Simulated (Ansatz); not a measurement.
# Ir (reference phase): the cost of one run

Method: DFT PBE, with the methods named in each step, in Ansatz 0.2.0.

### 1 The starting structure

Symmetry: Fm-3m, No. 225, cubic system. The conventional cell has a = 3.839 Å, b = 3.839 Å, c = 3.839 Å, α = 90.00°, β = 90.00°, γ = 90.00°. Ir (site symmetry m-3m) has 12 Ir at 2.71 Å as nearest neighbours.

Structure file:

```cif
data_structure
_symmetry_space_group_name_H-M 'Fm-3m'
_symmetry_Int_Tables_number 225
_cell_length_a 3.8394
_cell_length_b 3.8394
_cell_length_c 3.8394
_cell_angle_alpha 90.000
_cell_angle_beta 90.000
_cell_angle_gamma 90.000
_cell_volume 56.60
loop_
_atom_site_label
_atom_site_type_symbol
_atom_site_symmetry_multiplicity
_atom_site_Wyckoff_symbol
_atom_site_fract_x
_atom_site_fract_y
_atom_site_fract_z
_atom_site_occupancy
Ir1 Ir 4 a 0.00000 0.00000 0.00000 1
```

The file gives the conventional cell by its symmetry; the runs use the cell typed in the input.

### 2 Relaxed, PAW

Contents of input.yaml:

```yaml
crystal:
  lattice:
    - [0.0, 1.9197, 1.9197]
    - [1.9197, 0.0, 1.9197]
    - [1.9197, 1.9197, 0.0]
  atoms:
    - { symbol: Ir, position: [0.0, 0.0, 0.0] }
kpoints:
  mp_grid: { grid: [23, 23, 23] }
scf:
  occupations: { method: fermi_dirac, width: 0.05 }
hamiltonian:
  xc: pbe
  pseudopotentials: { kind: paw }
output:
  forces: true
  stress: true
  write_density: true
  write_potential: true
  elf: true
  volumetric_format: npy
relax:
  f_tol: 0.003
  max_steps: 80
  cell: {}
```

Launch:

```console
$ ansatz run input.yaml --threads 1 --pin off --max-ram 3072MiB --backend cpu --events-out ev --progress --plain --runs-dir out
```

Q: Estimate wall time and peak memory on 1 thread of AMD EPYC 7R13 (Zen 3), shared host.

About 17 s, with a peak of 0.44 GiB.
